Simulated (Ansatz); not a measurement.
# SiS5: the cost of one run

Program: Ansatz 0.2.0. Level of theory: DFT PBE, scalar-relativistic, plane waves, PAW. These are calculated values, not measurements.

1 further run of the same task is left out (it didn't finish). Runs told in other sessions of the task aren't counted.

## 1. Starting point

Symmetry: F-43m, No. 216, cubic system. The conventional cell has a = 8.781 Å, b = 8.781 Å, c = 8.781 Å, α = 90.00°, β = 90.00°, γ = 90.00°. Si (site symmetry -43m) has 4 S at 2.11 Å in its first shell of neighbours. Around S (site symmetry 3m) lie 1 Si at 2.11 Å. S (site symmetry -43m) is surrounded by 12 S at 3.61 Å.

Structure file:

```cif
data_structure
_symmetry_space_group_name_H-M 'P 1'
_symmetry_Int_Tables_number 1
_cell_length_a 6.2094
_cell_length_b 6.2094
_cell_length_c 6.2094
_cell_angle_alpha 60.000
_cell_angle_beta 60.000
_cell_angle_gamma 60.000
_cell_volume 169.29
loop_
_atom_site_label
_atom_site_type_symbol
_atom_site_fract_x
_atom_site_fract_y
_atom_site_fract_z
_atom_site_occupancy
Si1 Si 0.75000 0.75000 0.75000 1
S1 S 0.61121 0.16638 0.61121 1
S2 S 0.61121 0.61121 0.61121 1
S3 S 0.16638 0.61121 0.61121 1
S4 S 0.61121 0.61121 0.16638 1
S5 S 0.25000 0.25000 0.25000 1
```

The cell was relaxed beforehand at this level, from a generated guess; it needn't be the stable form of this composition. At a tolerance of 0.05 Å it has space group F-43m (No. 216); it has 28.22 Å³/atom, an uncorrected energy of +0.89 eV/atom over the elements.

## 2. Electronic structure at the relaxed geometry

The input, input.yaml:

```yaml
crystal:
  lattice:
    - [0.0, 4.3907132206, 4.3907132206]
    - [4.3907132206, 0.0, 4.3907132206]
    - [4.3907132206, 4.3907132206, 0.0]
  atoms:
    - { symbol: Si, position: [0.75, 0.75, 0.75] }
    - { symbol: S, position: [0.6112077322, 0.1663768033, 0.6112077322] }
    - { symbol: S, position: [0.6112077322, 0.6112077322, 0.6112077322] }
    - { symbol: S, position: [0.1663768033, 0.6112077322, 0.6112077322] }
    - { symbol: S, position: [0.6112077322, 0.6112077322, 0.1663768033] }
    - { symbol: S, position: [0.25, 0.25, 0.25] }
basis:
  ecutwfc: 420
kpoints:
  mp_grid: { grid: [8, 8, 8] }
  band_path:
    path:
      - [[0.0, 0.0, 0.0], [-0.5, -0.5, 0.0], [-0.375, -0.375, 0.25]]
      - [[-0.375, 0.0, 0.375], [0.0, 0.0, 0.0], [0.0, 0.0, 0.5], [-0.5, -0.25, 0.25], [-0.5, -0.5, 0.0]]
    npoints: 14
hamiltonian:
  xc: pbe
scf:
  occupations: { method: gaussian, width: 0.1 }
  n_extra_bands: 15
output:
  forces: true
  stress: true
  eigenvalues: true
  populations: true
  dos: { projected: true, de: 0.02, nscf_kmesh: { grid: [10, 10, 10] } }
  bader: true
  write_density: true
  write_potential: true
  elf: true
  volumetric_format: npy
```

Launch:

```
ansatz run input.yaml --threads 1 --pin off --max-ram 2560MiB --backend cpu --events-out ev --progress --plain --runs-dir out
```

What time and memory should one allow on 1 thread of INTEL XEON PLATINUM 8581C at 2.10GHz (Emerald Rapids), shared host?

About 53 s, with a peak of 0.62 GiB.
